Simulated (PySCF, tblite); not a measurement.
**C3H11NSi2: geometry, infrared bands and NMR shifts**

Wanted: the infrared bands and NMR shifts of C3H11NSi2 (`N[SiH2][SiH2]C1CC1`), by calculation.

Programs: tblite 0.8.0 and PySCF 2.14.0, with density-fitted response routines of our own. Each step states its level of theory. These are calculated values for one molecule in the gas phase, unless marked as measured. Atoms count from 0, in the outputs and in this text.

## 1. The starting structure

17 atoms, charge 0, multiplicity 1; geometry from: force field or distance geometry start.

Bonds of the start (Å): N0–Si1 1.82, Si1–Si2 2.23, Si2–C3 1.87, C3–C4 1.49, C4–C5 1.51, C5–C3 1.53, N0–H6 1.04, N0–H7 1.03, Si1–H8 1.47, Si1–H9 1.45, Si2–H10 1.48, Si2–H11 1.48, C3–H12 1.11, C4–H13 1.11, C4–H14 1.11, C5–H15 1.09, C5–H16 1.12.

## 2. Relaxing the molecule with GFN2-xTB

The job: settings as JSON, then the geometry in Å.

```
{"job": {"kind": "relax", "xc": "GFN2-xTB", "basis": "xTB"}, "charge": 0, "multiplicity": 1}
N      3.162000    -0.408200     0.581800
Si     1.663300     0.599300     0.385700
Si     0.228700    -0.703700    -0.722500
C     -1.544100    -0.148400    -0.509800
C     -1.912700     0.935000     0.452100
C     -2.068400    -0.505000     0.887200
H      4.003100     0.208600     0.518200
H      3.183500    -0.863300     1.511000
H      1.144600     1.031400     1.690700
H      1.935300     1.774500    -0.414000
H      0.585000    -0.760500    -2.161600
H      0.300800    -2.064800    -0.144900
H     -2.281500    -0.312800    -1.319400
H     -2.896200     1.439500     0.369600
H     -1.138600     1.553000     0.960500
H     -3.046100    -0.995700     0.871000
H     -1.325600    -0.766700     1.683900
```

Command:

```sh
> OMP_NUM_THREADS=1 python probes_run.py task.json out
```

This one command runs all jobs of the session in turn.

Standard output:

```text
step      E/eV     max force
  0    -499.62851    1.759
  1    -499.82540    1.123
  2    -499.93065    0.735
  3    -499.96094    0.633
  4    -500.03568    0.595
  5    -500.05605    0.497
  6    -500.08453    0.364
  7    -500.09787    0.304
  8    -500.11114    0.309
  9    -500.12133    0.259
 10    -500.12877    0.177
 11    -500.13328    0.156
 12    -500.13781    0.176
 13    -500.14296    0.177
 14    -500.14749    0.160
 15    -500.15090    0.156
 16    -500.15421    0.154
 17    -500.15835    0.145
 18    -500.16293    0.170
 19    -500.16683    0.159
 20    -500.17004    0.136
 21    -500.17331    0.153
 22    -500.17693    0.126
 23    -500.18011    0.121
 24    -500.18227    0.117
 25    -500.18397    0.107
 26    -500.18622    0.131
 27    -500.18935    0.133
 28    -500.19234    0.117
 29    -500.19417    0.082
 30    -500.19514    0.074
 31    -500.19587    0.080
 32    -500.19665    0.091
 33    -500.19782    0.083
 34    -500.19883    0.099
 35    -500.20012    0.121
 36    -500.20152    0.106
 37    -500.20294    0.120
 38    -500.20407    0.107
 39    -500.20538    0.078
 40    -500.20642    0.082
 41    -500.20743    0.088
 42    -500.20822    0.083
 43    -500.20920    0.087
 44    -500.21007    0.071
 45    -500.21095    0.100
 46    -500.21171    0.106
 47    -500.21248    0.074
 48    -500.21315    0.078
 49    -500.21378    0.077
 50    -500.21441    0.083
 51    -500.21542    0.081
 52    -500.21644    0.109
 53    -500.21753    0.100
 54    -500.21817    0.053
 55    -500.21850    0.052
 56    -500.21878    0.060
 57    -500.21919    0.065
 58    -500.22005    0.068
 59    -500.22063    0.055
 60    -500.22099    0.038
 61    -500.22121    0.034
 62    -500.22141    0.034
 63    -500.22163    0.044
 64    -500.22186    0.045
 65    -500.22210    0.042
 66    -500.22235    0.053
 67    -500.22264    0.042
 68    -500.22304    0.053
 69    -500.22351    0.057
 70    -500.22394    0.046
 71    -500.22426    0.059
 72    -500.22452    0.042
 73    -500.22482    0.046
 74    -500.22523    0.035
 75    -500.22566    0.044
 76    -500.22606    0.055
 77    -500.22652    0.057
 78    -500.22710    0.061
 79    -500.22786    0.060
 80    -500.22866    0.059
 81    -500.22936    0.065
 82    -500.23001    0.066
 83    -500.23086    0.076
 84    -500.23214    0.093
 85    -500.23369    0.093
 86    -500.23470    0.078
 87    -500.23511    0.071
 88    -500.23571    0.054
 89    -500.23606    0.052
 90    -500.23683    0.049
 91    -500.23790    0.065
 92    -500.23903    0.067
 93    -500.23971    0.038
 94    -500.24002    0.040
 95    -500.24021    0.039
 96    -500.24047    0.039
 97    -500.24087    0.039
 98    -500.24132    0.041
 99    -500.24182    0.052
100    -500.24229    0.039
101    -500.24268    0.047
102    -500.24292    0.033
103    -500.24305    0.022
104    -500.24314    0.026
105    -500.24327    0.034
106    -500.24344    0.036
107    -500.24363    0.028
108    -500.24375    0.018
109    -500.24379    0.014
110    -500.24381    0.012
111    -500.24384    0.010
112    -500.24387    0.015
113    -500.24391    0.018
114    -500.24394    0.015
115    -500.24396    0.010
```

It took 0.64 s on 1 thread of Arm Neoverse V2, shared host.

Along the way: (not every step is listed)

| step | energy from step 0 (eV) | largest force (eV/Å) |
| --- | --- | --- |
| 0 | 0.0000 | 1.7590 |
| 1 | -0.1969 | 1.1234 |
| 2 | -0.3021 | 0.7354 |
| 3 | -0.3324 | 0.6333 |
| 4 | -0.4072 | 0.5946 |
| 5 | -0.4275 | 0.4975 |
| 6 | -0.4560 | 0.3642 |
| 7 | -0.4694 | 0.3038 |
| 8 | -0.4826 | 0.3087 |
| 18 | -0.5344 | 0.1702 |
| 28 | -0.5638 | 0.1171 |
| 38 | -0.5756 | 0.1071 |
| 48 | -0.5846 | 0.0784 |
| 58 | -0.5915 | 0.0679 |
| 68 | -0.5945 | 0.0531 |
| 78 | -0.5986 | 0.0614 |
| 88 | -0.6072 | 0.0545 |
| 98 | -0.6128 | 0.0412 |
| 108 | -0.6152 | 0.0182 |
| 110 | -0.6153 | 0.0116 |
| 111 | -0.6153 | 0.0105 |
| 112 | -0.6154 | 0.0152 |
| 113 | -0.6154 | 0.0183 |
| 114 | -0.6154 | 0.0149 |
| 115 | -0.6155 | 0.0103 |

Close pairs (by a distance rule), those that changed most:

| bond | before (Å) | after (Å) | change (Å) |
| --- | --- | --- | --- |
| N0–Si1 | 1.816 | 1.726 | -0.091 |
| Si1–Si2 | 2.232 | 2.306 | +0.074 |
| C5–H16 | 1.120 | 1.080 | -0.040 |
| N0–H6 | 1.045 | 1.007 | -0.038 |
| C4–H14 | 1.113 | 1.081 | -0.032 |
| C3–C5 | 1.534 | 1.502 | -0.032 |
| N0–H7 | 1.035 | 1.007 | -0.028 |
| C4–H13 | 1.108 | 1.081 | -0.028 |

The end geometry stands in the next job.

## 3. Harmonic vibrations with GFN2-xTB

The job: settings as JSON, then the geometry in Å.

```
{"job": {"kind": "ir", "xc": "GFN2-xTB", "basis": "xTB"}, "charge": 0, "multiplicity": 1}
N      3.201751    -0.187906     0.512778
Si     1.640128     0.540345     0.606317
Si     0.262664    -0.744320    -0.724798
C     -1.555373    -0.397355    -0.359544
C     -1.982979     0.936663     0.183516
C     -2.039816    -0.271556     1.057131
H      3.980380     0.274557     0.953816
H      3.289744    -1.182997     0.637826
H      1.158613     0.690509     1.998719
H      1.880266     1.911553     0.137990
H      0.436211    -0.503067    -2.166668
H      0.445161    -2.198697    -0.547364
H     -2.261893    -0.858798    -1.040560
H     -2.913008     1.361851    -0.165569
H     -1.221451     1.676146     0.388444
H     -3.008141    -0.679429     1.310026
H     -1.319254    -0.355470     1.857492
```

Standard output:

```text
mode    cm-1     km/mol
  1      24.6      0.88
  2      64.5      0.12
  3      99.0      0.57
  4     156.9      0.33
  5     211.9     14.72
  6     227.9      0.14
  7     299.7      3.26
  8     376.8     55.36
  9     458.3      1.60
 10     466.3      1.70
 11     522.9    172.28
 12     594.5     15.28
 13     598.4     60.24
 14     626.6    135.49
 15     683.5    511.65
 16     732.4     52.91
 17     803.5    381.55
 18     810.9     29.44
 19     826.7     38.32
 20     848.7     16.20
 21     849.9    152.84
 22     890.5    147.64
 23     960.6      0.07
 24    1004.5     20.17
 25    1022.3     21.31
 26    1070.0      0.87
 27    1072.6      0.40
 28    1114.7      0.03
 29    1161.2      0.25
 30    1245.7      3.94
 31    1349.1     10.15
 32    1451.9      0.12
 33    1492.1      0.38
 34    1537.9     42.45
 35    2082.9    328.52
 36    2138.3    310.04
 37    2179.2    358.11
 38    2201.3    359.56
 39    3021.8     35.79
 40    3067.4      8.99
 41    3073.5     27.46
 42    3077.2     30.57
 43    3090.3     98.46
 44    3473.7      0.16
 45    3507.5      4.59
```

Run time: 0.47 s. Hardware: 1 thread of Arm Neoverse V2, shared host.

The strongest bands and the atoms that carry them (share of the mass-weighted mode):

| cm⁻¹ | km/mol | atoms |
| --- | --- | --- |
| 523 | 172.3 | H6 40 %, H7 32 %, N0 18 % |
| 684 | 511.6 | H8 29 %, H9 18 %, Si2 15 % |
| 804 | 381.6 | H11 44 %, H10 42 % |
| 850 | 152.8 | H8 28 %, H9 23 % |
| 2083 | 328.5 | H8 94 % |
| 2138 | 310.0 | H11 93 % |
| 2179 | 358.1 | H10 94 % |
| 2201 | 359.6 | H9 93 % |

## 4. Shielding tensors: PBE0/pcSseg-1

Same as in step 3 but for these lines:

```diff
@@ -1,2 +1,2 @@
-{"job": {"kind": "ir", "xc": "GFN2-xTB", "basis": "xTB"}, "charge": 0, "multiplicity": 1}
+{"job": {"kind": "nmr", "xc": "PBE0", "basis": "pcSseg-1"}, "charge": 0, "multiplicity": 1}
 N      3.201751    -0.187906     0.512778
```

Method: GIAO PBE0/pcSseg-1 NMR shielding, non-relativistic, gas phase.

Standard output:

```text
coarse grid: 14392 points
cycle   1  E = -754.0715195279  dE =  5.080e-01  |g| = 5.010e-01  |ddm| = 3.598e+00
cycle   2  E = -754.0320239924  dE =  3.950e-02  |g| = 6.575e-01  |ddm| = 1.016e+00
cycle   3  E = -754.1307770979  dE = -9.875e-02  |g| = 4.590e-02  |ddm| = 6.388e-01
cycle   4  E = -754.1311570406  dE = -3.799e-04  |g| = 2.207e-02  |ddm| = 6.328e-02
cycle   5  E = -754.1312668631  dE = -1.098e-04  |g| = 6.103e-03  |ddm| = 2.387e-02
cycle   6  E = -754.1312755771  dE = -8.714e-06  |g| = 8.611e-04  |ddm| = 6.655e-03
final grid: 127560 points
cycle   7  E = -754.1623590667  dE = -2.606e-05  |g| = 8.246e-03  |ddm| = 2.423e-02
cycle   8  E = -754.1623475726  dE =  1.149e-05  |g| = 1.086e-02  |ddm| = 1.629e-02
cycle   9  E = -754.1623753723  dE = -2.780e-05  |g| = 4.641e-04  |ddm| = 9.168e-03
cycle  10  E = -754.1623754054  dE = -3.313e-08  |g| = 2.199e-04  |ddm| = 5.637e-04
cycle  11  E = -754.1623754160  dE = -1.065e-08  |g| = 4.304e-05  |ddm| = 2.208e-04
cycle  12  E = -754.1623754164  dE = -3.929e-10  |g| = 1.301e-05  |ddm| = 5.988e-05
converged SCF energy = -754.1623754164

GIAO shielding tensors (ppm)
atom      isotropic    diamagn.    paramagn.     s11        s22        s33       span
  0 N      273.673     314.276     -40.603    231.668    265.714    323.639     91.971
  1 Si     407.039     879.785    -472.746    360.653    378.333    482.131    121.479
  2 Si     415.453     881.442    -465.989    376.611    397.161    472.587     95.976
  3 C      193.912     254.101     -60.189    162.994    186.252    232.490     69.496
  4 C      181.516     252.751     -71.235    151.426    175.975    217.148     65.722
  5 C      183.111     253.713     -70.602    154.899    176.293    218.141     63.242
  6 H       31.965      27.948       4.018     23.404     27.762     44.730     21.326
  7 H       32.279      30.680       1.599     23.846     29.891     43.099     19.253
  8 H       26.746      30.531      -3.785     21.922     27.414     30.901      8.979
  9 H       26.810      30.021      -3.211     23.094     26.601     30.734      7.640
 10 H       27.313      29.898      -2.584     23.644     25.471     32.825      9.180
 11 H       27.487      30.306      -2.819     23.755     25.958     32.747      8.992
 12 H       31.905      31.309       0.596     24.309     28.013     43.394     19.084
 13 H       31.060      30.290       0.769     24.927     26.479     41.773     16.845
 14 H       31.961      32.532      -0.571     24.889     30.455     40.539     15.650
 15 H       31.087      30.333       0.754     24.959     26.529     41.773     16.814
 16 H       31.553      32.568      -1.015     24.680     29.674     40.304     15.625
```

Run time: 19 s. Hardware: 1 thread of Arm Neoverse V2, shared host; peak memory 0.78 GiB.

The references, computed at this level on geometries of the same kind, shield at (ppm): ¹H TMS 31.72, ¹³C TMS 186.9, ²⁹Si TMS 349.2, ¹⁵N NH3 267.7. Their shielding less the atom's gives the shift. The references are single molecules in the gas phase, so shifts against H2O, NH3, PH3, H3PO4 or CFCl3 are not on the usual liquid scales and can be off by tens of ppm. Atoms listed in one row are averaged.

| atoms | environment | σ (ppm) | δ (ppm) | δ scaled to CDCl3 |
| --- | --- | --- | --- | --- |
| C4, C5 | three-membered-ring carbon | 182.3 | 4.6 | 2.6 |
| C3 | three-membered-ring carbon | 193.9 | -7.0 | -8.7 |
| H8, H9 | hydrogen on a silicon bonded to N, Si | 26.78 | 4.94 | – |
| H10, H11 | hydrogen on a silicon bonded to C, Si | 27.40 | 4.32 | – |
| H13, H15 | hydrogen on a three-membered-ring carbon | 31.07 | 0.64 | 0.71 |
| H14, H16 | hydrogen on a three-membered-ring carbon | 31.76 | -0.04 | 0.07 |
| H12 | hydrogen on a three-membered-ring carbon | 31.91 | -0.19 | -0.07 |
| H6, H7 | hydrogen on a nitrogen bonded to Si | 32.12 | -0.41 | – |
| N0 | nitrogen bonded to Si, 2 H | 273.7 | -5.9 | – |
| Si1 | silicon bonded to N, Si, 2 H | 407.0 | -57.9 | – |
| Si2 | silicon bonded to C, Si, 2 H | 415.5 | -66.3 | – |

The scaled column applies a straight-line fit of computed shieldings to shifts measured in CDCl3 (root-mean-square error 0.16 ppm for H, 1.9 ppm for C).

The run also stored atomic charges by several schemes (e):

| atoms | Mulliken | IAO | Hirshfeld | ESP fit |
| --- | --- | --- | --- | --- |
| N0 | -0.63 | -0.83 | -0.32 | -1.04 |
| Si1 | 0.42 | 0.60 | 0.28 | 0.63 |
| Si2 | 0.39 | 0.45 | 0.24 | 0.17 |
| C3 | -0.53 | -0.40 | -0.13 | -0.29 |
| C4, C5 | -0.21 | -0.28 | -0.09 | -0.28 |

Mayer bond orders: N0–Si1 1.03, Si1–Si2 0.92, Si2–C3 0.87, C3–C4 0.96, C4–C5 0.97, C5–C3 0.95.

Ring of atoms C3, C4, C5: NICS(0) -45.4, NICS(1) -8.8, NICS(1)zz -25.7 ppm (means of both faces).

In rings of three or four atoms NICS is ruled by the nearby σ bonds, so it says little on aromaticity.

## 5. Outcome

| quantity | value |
| --- | --- |
| strongest single infrared mode (GFN2-xTB) | 684 cm⁻¹, 512 km/mol |
| zero-point energy (GFN2-xTB) | 80.9 kcal/mol |
| ¹³C shifts against TMS (PBE0/pcSseg-1, means over atoms taken as alike) | 4.6, -7.0 ppm |
| ¹H shifts against TMS (PBE0/pcSseg-1, means over atoms taken as alike) | 4.94, 4.32, 0.64, -0.04, -0.19, -0.41 ppm |
| ¹⁵N shifts against NH3 (PBE0/pcSseg-1) | -5.9 ppm |
| ²⁹Si shifts against TMS (PBE0/pcSseg-1) | -57.9, -66.3 ppm |

In words: Relaxing lowered the energy by 0.615 eV in 115 steps; the close pair that moved most is N0–Si1, from 1.816 to 1.726 Å. All 45 modes are real, so the xTB geometry is a minimum. The strongest single mode, at 684 cm⁻¹, has its largest shares on H8, H9 and Si2 (the list is cut at 3 atoms). GFN2-xTB is a fitted tight-binding method: band positions and strengths are rough. Its intensities can rank the bands wrongly. At PBE0/pcSseg-1: The largest span, 121 ppm, is at Si1, where the paramagnetic term is -473 ppm.
